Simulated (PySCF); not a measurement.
# C2H7PSi2: a tour of settings

Aim: see how C2H7PSi2 (`C#C[Si@H]([SiH3])P`) answers to the choice of functional, basis, grid and SCF options.

Programs: PySCF 2.14.0, with density-fitted response routines of our own. Each step states its level of theory. These are calculated values for one molecule, in the gas phase or a continuum, unless marked as measured. Atoms count from 0, in the outputs and in this text.

## 1. The starting structure

12 atoms, charge 0, multiplicity 1; geometry from: GFN2-xTB.

Bonds of the start (Å): C0–C1 1.20, C1–Si2 1.85, Si2–Si3 2.33, Si2–P4 2.26, C0–H5 1.05, Si2–H6 1.48, Si3–H7 1.46, Si3–H8 1.46, Si3–H9 1.47, P4–H10 1.38, P4–H11 1.38.

## 2. NMR shieldings: PBE0/def2-SVP in benzene

What the job is given:

```
{"job": {"kind": "nmr", "xc": "PBE0", "basis": "def2-SVP", "solvent": "benzene", "pop": true, "grid": 3}, "charge": 0, "multiplicity": 1}
C     -0.255273     2.929949    -0.004315
C     -0.058172     1.760029    -0.204169
Si     0.246436    -0.051678    -0.454440
Si    -1.542673    -1.357317     0.257003
P      2.090021    -0.479717     0.778173
H     -0.424670     3.955475     0.161893
H      0.567193    -0.160753    -1.893917
H     -2.808280    -0.701357    -0.069322
H     -1.523467    -1.609064     1.698662
H     -1.547820    -2.663053    -0.411059
H      2.971809     0.108696    -0.107235
H      2.286094    -1.731896     0.222700
```

Level: GIAO PBE0/def2-SVP NMR shielding, non-relativistic, IEF-PCM benzene.

Command:

```bash
$ OMP_NUM_THREADS=1 python probes_run.py task.json out
```

The driver reads the jobs from task.json and runs them one after another.

The log of the run:

```text
coarse grid: 11384 points
cycle   1  E = -999.7160702788  dE =  1.657e-01  |g| = 3.227e-01  |ddm| = 3.428e+00
cycle   2  E = -999.7174898219  dE = -1.420e-03  |g| = 3.075e-01  |ddm| = 7.739e-01
cycle   3  E = -999.7457716079  dE = -2.828e-02  |g| = 5.213e-02  |ddm| = 3.906e-01
cycle   4  E = -999.7460568811  dE = -2.853e-04  |g| = 4.047e-02  |ddm| = 6.728e-02
cycle   5  E = -999.7464896223  dE = -4.327e-04  |g| = 4.767e-03  |ddm| = 3.652e-02
cycle   6  E = -999.7464974711  dE = -7.849e-06  |g| = 8.051e-04  |ddm| = 8.030e-03
final grid: 154432 points
cycle   7  E = -999.8676480497  dE = -1.150e-05  |g| = 3.019e-03  |ddm| = 2.271e-02
cycle   8  E = -999.8676483462  dE = -2.965e-07  |g| = 2.921e-03  |ddm| = 8.775e-03
cycle   9  E = -999.8676511751  dE = -2.829e-06  |g| = 1.239e-04  |ddm| = 4.280e-03
cycle  10  E = -999.8676511764  dE = -1.294e-09  |g| = 1.112e-04  |ddm| = 2.754e-04
cycle  11  E = -999.8676511795  dE = -3.160e-09  |g| = 3.980e-05  |ddm| = 1.255e-04
cycle  12  E = -999.8676511800  dE = -4.104e-10  |g| = 7.778e-06  |ddm| = 4.374e-05
converged SCF energy = -999.8676511800

GIAO shielding tensors (ppm)
atom      isotropic    diamagn.    paramagn.     s11        s22        s33       span
  0 C       97.308     258.137    -160.829     21.884     24.683    245.358    223.473
  1 C      116.248     264.626    -148.378     26.048     32.110    290.585    264.537
  2 Si     486.115     882.363    -396.248    463.165    484.137    511.041     47.876
  3 Si     507.586     879.554    -371.967    492.315    501.302    529.142     36.828
  4 P      654.219     965.026    -310.807    590.788    658.984    712.884    122.096
  5 H       29.756      33.555      -3.799     24.632     24.827     39.811     15.180
  6 H       26.633      29.303      -2.669     23.451     24.611     31.838      8.387
  7 H       28.148      28.780      -0.632     24.605     26.174     33.666      9.060
  8 H       28.276      28.936      -0.661     24.863     26.698     33.266      8.402
  9 H       28.304      28.703      -0.398     25.032     25.945     33.936      8.904
 10 H       30.339      29.478       0.861     24.984     27.384     38.649     13.665
 11 H       30.864      29.961       0.903     25.508     28.020     39.063     13.555
```

Run time: 18 s. Hardware: 1 thread of Intel Xeon Platinum 8488C, shared host; peak memory 0.64 GiB.

No reference compound was run at this level, so shieldings alone are listed. Atoms listed in one row are averaged.

| atoms | environment | σ (ppm) |
| --- | --- | --- |
| C0 | terminal alkyne carbon | 97.3 |
| C1 | alkyne carbon | 116.2 |
| H6 | hydrogen on a silicon bonded to C, P, Si | 26.63 |
| H7, H8, H9 | hydrogen on a silicon bonded to Si | 28.24 |
| H5 | hydrogen on a terminal alkyne carbon | 29.76 |
| H10, H11 | hydrogen on a phosphorus bonded to Si | 30.60 |
| Si2 | silicon bonded to C, P, Si, H | 486.1 |
| Si3 | silicon bonded to Si, 3 H | 507.6 |
| P4 | phosphorus bonded to Si, 2 H | 654.2 |

The run also stored atomic charges by several schemes (e):

| atoms | Mulliken | IAO | Hirshfeld | ESP fit |
| --- | --- | --- | --- | --- |
| C0 | -0.25 | -0.18 | -0.09 | -0.35 |
| C1 | -0.01 | -0.31 | -0.17 | -0.08 |
| Si2 | 0.21 | 0.44 | 0.24 | 0.27 |
| Si3 | 0.19 | 0.30 | 0.23 | 0.20 |
| P4 | -0.10 | -0.09 | -0.01 | -0.34 |

Mayer bond orders: C0–C1 2.62, C1–Si2 0.89, Si2–Si3 0.95, Si2–P4 1.04.

## 3. Spin-spin couplings: WP04/cc-pVTZ in chloroform

Settings changed since step 2:

```diff
@@ -1,2 +1,2 @@
-{"job": {"kind": "nmr", "xc": "PBE0", "basis": "def2-SVP", "solvent": "benzene", "pop": true, "grid": 3}, "charge": 0, "multiplicity": 1}
+{"job": {"kind": "j", "xc": "WP04", "basis": "cc-pVTZ", "solvent": "chloroform", "scf": {"aux": "def2-qzvpp-jkfit", "conv": 1e-11}}, "charge": 0, "multiplicity": 1}
 C     -0.255273     2.929949    -0.004315
```

Method: WP04/cc-pVTZ indirect spin-spin coupling, non-relativistic, IEF-PCM chloroform.

The log of the run:

```text
final grid: 95800 points
cycle   1  E = -1012.8137112162  dE =  1.493e-01  |g| = 5.288e-01  |ddm| = 7.463e+00
cycle   2  E = -1012.7888578300  dE =  2.485e-02  |g| = 5.943e-01  |ddm| = 2.258e+00
cycle   3  E = -1012.8858871978  dE = -9.703e-02  |g| = 9.465e-02  |ddm| = 1.148e+00
cycle   4  E = -1012.8867028228  dE = -8.156e-04  |g| = 7.631e-02  |ddm| = 2.035e-01
cycle   5  E = -1012.8881056565  dE = -1.403e-03  |g| = 1.686e-02  |ddm| = 1.153e-01
cycle   6  E = -1012.8881850668  dE = -7.941e-05  |g| = 2.163e-03  |ddm| = 3.129e-02
cycle   7  E = -1012.8881865941  dE = -1.527e-06  |g| = 4.529e-04  |ddm| = 5.507e-03
cycle   8  E = -1012.8881866671  dE = -7.302e-08  |g| = 8.971e-05  |ddm| = 1.074e-03
cycle   9  E = -1012.8881866693  dE = -2.212e-09  |g| = 1.854e-05  |ddm| = 1.975e-04
cycle  10  E = -1012.8881866695  dE = -1.148e-10  |g| = 4.768e-06  |ddm| = 4.397e-05
cycle  11  E = -1012.8881866695  dE = -1.023e-11  |g| = 7.718e-07  |ddm| = 1.101e-05
cycle  12  E = -1012.8881866695  dE =  1.819e-12  |g| = 4.378e-07  |ddm| = 2.359e-06
converged SCF energy = -1012.8881866695

Indirect spin-spin couplings (Hz)
  i      j    bonds     total        FC       PSO       DSO        SD
  0 C    1 C    1    217.220   210.274     6.877     0.068         -
  0 C    2 Si   2    -11.859   -11.279    -0.294     0.068    -0.354
  0 C    3 Si   3     -1.462    -1.341    -0.001     0.031    -0.151
  0 C    4 P    3      2.216     2.315    -0.572    -0.060     0.532
  0 C    5 H    1    256.236   256.941    -1.066     0.361         -
  0 C    6 H    3      2.815     2.678     0.426    -0.289         -
  0 C    7 H    4     -0.201    -0.181     0.023    -0.042         -
  0 C    9 H    4      0.785     0.875     0.183    -0.274         -
  0 C   11 H    4      0.567     0.686     0.219    -0.338         -
  1 C    2 Si   1    -69.828   -71.118     2.126    -0.117    -0.718
  1 C    3 Si   2     -3.005    -3.217     0.069    -0.001     0.144
  1 C    4 P    2     15.213    15.688    -0.051     0.021    -0.446
  1 C    5 H    2     48.159    43.706     5.683    -1.230         -
  1 C    6 H    2      5.585     5.670    -0.067    -0.018         -
  1 C    7 H    3     -0.001    -0.056    -0.040     0.095         -
  1 C    8 H    3     -0.336    -0.284     0.016    -0.068         -
  1 C    9 H    3      6.032     6.226     0.084    -0.278         -
  1 C   10 H    3     -0.051    -0.108    -0.027     0.084         -
  1 C   11 H    3      8.324     8.555     0.108    -0.339         -
  2 Si   3 Si   1     85.961    84.258    -0.960     0.040     2.624
  2 Si   4 P    1     40.321    43.116     7.020    -0.078    -9.738
  2 Si   5 H    3     -4.373    -4.361    -0.244     0.272    -0.040
  2 Si   6 H    1   -173.820  -173.916     0.435    -0.309    -0.031
  2 Si   7 H    2     -5.995    -6.070     0.053     0.099    -0.076
  2 Si   8 H    2     -8.844    -9.012     0.128     0.116    -0.076
  2 Si   9 H    2    -12.053   -12.197     0.128     0.104    -0.088
  2 Si  10 H    2      6.496     6.336     0.233     0.004    -0.077
  2 Si  11 H    2      4.422     4.331     0.252    -0.018    -0.143
  3 Si   4 P    2    -18.618   -19.237     0.261     0.017     0.340
  3 Si   5 H    4      1.521     1.439    -0.068     0.142     0.009
  3 Si   6 H    2    -12.973   -13.178     0.094     0.157    -0.046
  3 Si   7 H    1   -157.847  -158.054     0.326    -0.149     0.030
  3 Si   8 H    1   -164.323  -164.568     0.366    -0.152     0.031
  3 Si   9 H    1   -156.096  -156.288     0.294    -0.146     0.045
  3 Si  10 H    3     -7.410    -7.603    -0.039     0.244    -0.013
  3 Si  11 H    3      0.647     0.545     0.074    -0.011     0.040
  4 P    5 H    4     -2.313    -1.999     0.043    -0.294    -0.062
  4 P    6 H    2      1.046     1.936    -0.341    -0.307    -0.242
  4 P    7 H    3      9.020     9.458     0.004    -0.446     0.004
  4 P    8 H    3      0.232     0.429    -0.143     0.059    -0.113
  4 P    9 H    3      1.214     1.410     0.087    -0.183    -0.100
  4 P   10 H    1    130.605   123.233     7.820     0.374    -0.822
  4 P   11 H    1    134.777   126.820     8.339     0.386    -0.768
  5 H    6 H    4     -2.111    -1.891     0.918    -1.137         -
  5 H    8 H    5     -0.180    -0.016     0.442    -0.605         -
  5 H    9 H    5     -0.629    -0.244     0.567    -0.952         -
  5 H   11 H    5     -0.620    -0.153     0.691    -1.158         -
  6 H    7 H    3     -0.955    -0.531     0.328    -0.752         -
  6 H    8 H    3      9.142    10.250     0.700    -1.809         -
  6 H    9 H    3     -1.460    -1.415     0.098    -0.143         -
  6 H   10 H    3      5.529     5.131    -0.196     0.595         -
  6 H   11 H    3      2.296     2.122    -0.011     0.185         -
  7 H    8 H    2     -0.864     0.216     0.929    -2.009         -
  7 H    9 H    2     -2.097    -1.060     0.922    -1.959         -
  7 H   10 H    4      1.575     2.255     0.529    -1.209         -
  7 H   11 H    4     -0.747    -0.096     0.455    -1.105         -
  8 H    9 H    2     -0.860     0.162     0.920    -1.942         -
  8 H   10 H    4     -0.896    -0.203     0.525    -1.218         -
  9 H   10 H    4     -0.360     0.153     0.422    -0.935         -
  9 H   11 H    4      0.199    -0.074    -0.180     0.453         -
 10 H   11 H    2    -11.460   -11.650     1.048    -0.858         -
```

Wall time 62 s (1 thread of Intel Xeon Platinum 8488C, shared host); peak memory 1.1 GiB.

This basis has no tight s functions, so the Fermi-contact terms are rough.

A choice of the couplings up to four bonds, sorted by the number of bonds, with means over like pairs; isotopes 13C, 1H, 31P, 29Si:

| pair | bonds | J (Hz) | Fermi contact (Hz) |
| --- | --- | --- | --- |
| C0–H5 | 1 | 256.2 | 256.9 |
| C0–C1 | 1 | 217.2 | 210.3 |
| Si2–H6 | 1 | -173.8 | -173.9 |
| Si3–H7 | 1 | -159.4 | -159.6 |
| P4–H10 | 1 | 132.7 | 125.0 |
| Si2–Si3 | 1 | 86.0 | 84.3 |
| C1–Si2 | 1 | -69.8 | -71.1 |
| Si2–P4 | 1 | 40.3 | 43.1 |
| C1–H5 | 2 | 48.2 | 43.7 |
| Si3–P4 | 2 | -18.6 | -19.2 |
| C1–P4 | 2 | 15.2 | 15.7 |
| Si3–H6 | 2 | -13.0 | -13.2 |
| C0–Si2 | 2 | -11.9 | -11.3 |
| H10–H11 | 2 | -11.5 | -11.7 |
| Si2–H7 | 2 | -9.0 | -9.1 |
| C1–H6 | 2 | 5.6 | 5.7 |
| Si2–H10 | 2 | 5.5 | 5.3 |
| Si2–H5 | 3 | -4.4 | -4.4 |
| C1–H10 | 3 | 4.1 | 4.2 |
| H6–H10 | 3 | 3.9 | 3.6 |
| P4–H7 | 3 | 3.5 | 3.8 |
| Si3–H10 | 3 | -3.4 | -3.5 |
| C0–H6 | 3 | 2.8 | 2.7 |
| H6–H7 | 3 | 2.2 | 2.8 |
| C0–P4 | 3 | 2.2 | 2.3 |
| C1–H7 | 3 | 1.9 | 2.0 |
| P4–H5 | 4 | -2.3 | -2.0 |
| H5–H6 | 4 | -2.1 | -1.9 |
| Si3–H5 | 4 | 1.5 | 1.4 |

The spin-dipole term was solved for some atoms only; pairs without it lack that part.

## 4. Shielding tensors: BHandHLYP/def2-SVPD in dimethylsulfoxide

Settings changed since step 3:

```diff
@@ -1,2 +1,2 @@
-{"job": {"kind": "j", "xc": "WP04", "basis": "cc-pVTZ", "solvent": "chloroform", "scf": {"aux": "def2-qzvpp-jkfit", "conv": 1e-11}}, "charge": 0, "multiplicity": 1}
+{"job": {"kind": "nmr", "xc": "BHandHLYP", "basis": "def2-SVPD", "solvent": "dimethylsulfoxide", "pop": false, "grid": 1}, "charge": 0, "multiplicity": 1}
 C     -0.255273     2.929949    -0.004315
```

With the program's defaults for keys left out, this is: GIAO BHandHLYP/def2-SVPD NMR shielding, non-relativistic, IEF-PCM dimethylsulfoxide.

The log of the run:

```text
final grid: 46904 points
cycle   1  E = -1000.2720300797  dE =  1.881e-01  |g| = 2.928e-01  |ddm| = 6.704e+00
cycle   2  E = -1000.2935052482  dE = -2.148e-02  |g| = 1.776e-01  |ddm| = 1.323e+00
cycle   3  E = -1000.3029714484  dE = -9.466e-03  |g| = 3.729e-02  |ddm| = 4.092e-01
cycle   4  E = -1000.3032977796  dE = -3.263e-04  |g| = 2.364e-02  |ddm| = 1.617e-01
cycle   5  E = -1000.3034447625  dE = -1.470e-04  |g| = 3.659e-03  |ddm| = 3.870e-02
cycle   6  E = -1000.3034491084  dE = -4.346e-06  |g| = 6.143e-04  |ddm| = 1.065e-02
cycle   7  E = -1000.3034492976  dE = -1.892e-07  |g| = 1.661e-04  |ddm| = 2.014e-03
cycle   8  E = -1000.3034493149  dE = -1.731e-08  |g| = 2.940e-05  |ddm| = 7.481e-04
cycle   9  E = -1000.3034493155  dE = -6.894e-10  |g| = 7.400e-06  |ddm| = 1.484e-04
converged SCF energy = -1000.3034493155

GIAO shielding tensors (ppm)
atom      isotropic    diamagn.    paramagn.     s11        s22        s33       span
  0 C       99.450     243.686    -144.236     24.741     27.113    246.496    221.756
  1 C      113.189     245.457    -132.268     20.407     25.634    293.524    273.117
  2 Si     485.972     886.932    -400.960    462.729    484.696    510.491     47.762
  3 Si     500.659     878.440    -377.782    490.923    496.072    514.981     24.058
  4 P      654.623     961.999    -307.376    594.757    662.779    706.334    111.577
  5 H       29.533      39.659     -10.126     24.303     24.472     39.823     15.520
  6 H       26.953      31.061      -4.109     23.801     24.972     32.084      8.283
  7 H       28.444      29.533      -1.089     25.054     26.477     33.802      8.748
  8 H       28.542      29.907      -1.365     25.177     27.044     33.405      8.228
  9 H       28.489      29.751      -1.262     25.281     26.110     34.076      8.795
 10 H       30.445      28.978       1.467     25.169     27.659     38.508     13.338
 11 H       30.689      30.131       0.558     25.348     27.953     38.765     13.417
```

Run time: 14 s. Hardware: 1 thread of Intel Xeon Platinum 8488C, shared host; peak memory 0.89 GiB.

In short: σ C0 99.5, C1 113.2, Si2 486.0, Si3 500.7, H6 26.95, H7 28.49 ppm (means over like atoms).

## 5. Excited states and response: B97-2/def2-SVPD in tetrahydrofuran

Settings changed since step 4:

```diff
@@ -1,2 +1,2 @@
-{"job": {"kind": "nmr", "xc": "BHandHLYP", "basis": "def2-SVPD", "solvent": "dimethylsulfoxide", "pop": false, "grid": 1}, "charge": 0, "multiplicity": 1}
+{"job": {"kind": "uv", "xc": "B97-2", "basis": "def2-SVPD", "solvent": "tetrahydrofuran", "nstates": 6, "ntriplets": 5, "tda": false, "grid": 3}, "charge": 0, "multiplicity": 1}
 C     -0.255273     2.929949    -0.004315
```

Method: TDDFT B97-2/def2-SVPD, vertical, IEF-PCM tetrahydrofuran (non-equilibrium linear response), core orbitals frozen in the response.

The log of the run:

```text
coarse grid: 11384 points
cycle   1  E = -1000.2304977168  dE =  1.554e-01  |g| = 3.283e-01  |ddm| = 6.931e+00
cycle   2  E = -1000.2292294721  dE =  1.268e-03  |g| = 3.276e-01  |ddm| = 1.452e+00
cycle   3  E = -1000.2611981029  dE = -3.197e-02  |g| = 5.351e-02  |ddm| = 5.820e-01
cycle   4  E = -1000.2615197029  dE = -3.216e-04  |g| = 4.134e-02  |ddm| = 1.085e-01
cycle   5  E = -1000.2619713095  dE = -4.516e-04  |g| = 4.924e-03  |ddm| = 5.805e-02
cycle   6  E = -1000.2619795846  dE = -8.275e-06  |g| = 8.824e-04  |ddm| = 1.509e-02
final grid: 154432 points
cycle   7  E = -1000.3772714656  dE = -1.173e-05  |g| = 1.577e-03  |ddm| = 8.061e-02
cycle   8  E = -1000.3772716698  dE = -2.043e-07  |g| = 1.380e-03  |ddm| = 6.582e-03
cycle   9  E = -1000.3772722310  dE = -5.612e-07  |g| = 4.447e-04  |ddm| = 3.084e-03
cycle  10  E = -1000.3772722809  dE = -4.988e-08  |g| = 1.067e-04  |ddm| = 6.210e-04
cycle  11  E = -1000.3772722839  dE = -3.002e-09  |g| = 2.001e-05  |ddm| = 2.039e-04
cycle  12  E = -1000.3772722841  dE = -1.519e-10  |g| = 4.843e-06  |ddm| = 5.712e-05
converged SCF energy = -1000.3772722841

Static polarisability (au): isotropic 142.552, principal 118.416 151.156 158.084

Singlet excitations
state   eV       nm        f      main configurations
  1   5.8241    212.9   0.01795   H->L+1 0.62, H->L 0.17
  2   5.8628    211.5   0.13437   H->L 0.70, H->L+1 0.21
  3   6.0525    204.8   0.02487   H-1->L 0.58, H-1->L+1 0.11
  4   6.1241    202.5   0.01525   H->L+2 0.52, H-1->L+1 0.16, H-2->L 0.15
  5   6.2861    197.2   0.03817   H-1->L+1 0.37, H->L+2 0.24, H-2->L+1 0.10
  6   6.3327    195.8   0.00266   H-2->L 0.37, H-2->L+1 0.22, H-1->L 0.08

Triplet excitations (Tamm-Dancoff, eV): 5.0644 5.3682 5.5088 5.6042 5.7890
```

Wall time 27 s (1 thread of Intel Xeon Platinum 8488C, shared host); peak memory 0.82 GiB.

The orbitals next to the gap, with their largest atomic shares:

```csv
orbital,eV,atoms
HOMO−3,-8.85,"C1 24 %, C0 19 %, Si2 17 %"
HOMO−2,-8.12,"C1 38 %, C0 37 %, P4 12 %"
HOMO−1,-7.74,"C0 23 %, C1 23 %, Si2 14 %"
HOMO,-7.22,"P4 58 %, Si2 15 %, H10 6 %"
LUMO,-0.49,"Si2 22 %, C1 16 %, P4 15 %"
LUMO+1,-0.36,"Si2 24 %, C1 18 %, C0 18 %"
LUMO+2,0.02,"Si3 20 %, Si2 18 %, P4 17 %"
```

With each of the 6 states as a Gaussian band of 0.4 eV half-width at 1/e, the curve within the window shown has maxima at 209 nm (ε 8,100) L/(mol cm). Beyond the last state computed it falls off for lack of states. The curve at chosen wavelengths:

(nm, ε (L/mol/cm)): (187, 1182), (189, 1699), (191, 2329), (193, 3060), (195, 3870), (197, 4726), (199, 5586), (201, 6399), (203, 7108), (205, 7658), (207, 8003), (209, 8112), (211, 7977), (213, 7613), (215, 7054), (217, 6350), (219, 5557), (221, 4734), (223, 3928), (225, 3179), (227, 2511), (229, 1938), (231, 1464), (233, 1083), (235, 785), (237, 559)

Further results of this job:

```csv
property,computed
dipole moment (D),0.80
polarisability (Å³),21.12
HOMO–LUMO gap (eV),6.73
−ε(HOMO) (eV),7.22
```

[end of part 1 of 2]
